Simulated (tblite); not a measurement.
# Cl3H5HfO3Si2: the cost of one run

Computed with tblite 0.8.0 and PySCF 2.14.0; each step states its level. No surroundings beyond the atoms listed, unless a continuum is named. Atoms count from 0, parts from 1.

## Step 1: The system as given

14 atoms, charge 0, multiplicity 1; geometry: distance geometry start.

## Step 2: Geometry optimisation with GFN2-xTB

The job: settings as JSON, then the geometry in Å.

```
{"job": {"kind": "relax", "xc": "GFN2-xTB", "basis": "xTB"}, "charge": 0, "multiplicity": 1}
O     -0.519907    -0.606463     2.223817
Si    -0.545292    -0.233629     0.489026
O      1.076121     0.075851    -0.073426
Si     1.501195     0.718300    -1.670475
O      0.462947     2.083738    -2.048238
Hf     0.168220     3.748943    -0.816492
Cl    -1.281396     5.295487    -1.878468
Cl     2.280772     4.807152    -0.422821
Cl    -0.739520     3.046693     1.240724
H     -1.219901    -0.410712     2.853369
H     -1.106335    -1.351773    -0.228448
H     -1.360802     0.918115     0.284865
H      2.842208     1.139889    -1.689823
H      1.323571    -0.304953    -2.665933
```

Method: GFN2-xTB geometry optimisation, gas phase.

The run is started by

```console
OMP_NUM_THREADS=1 python cluster_run.py task.json out
```

This one command runs all jobs of the session in turn.

**Question.** How long does this first job take on 1 thread of Intel Xeon Platinum 8375C at 2.90GHz, shared host?

About 15 s.
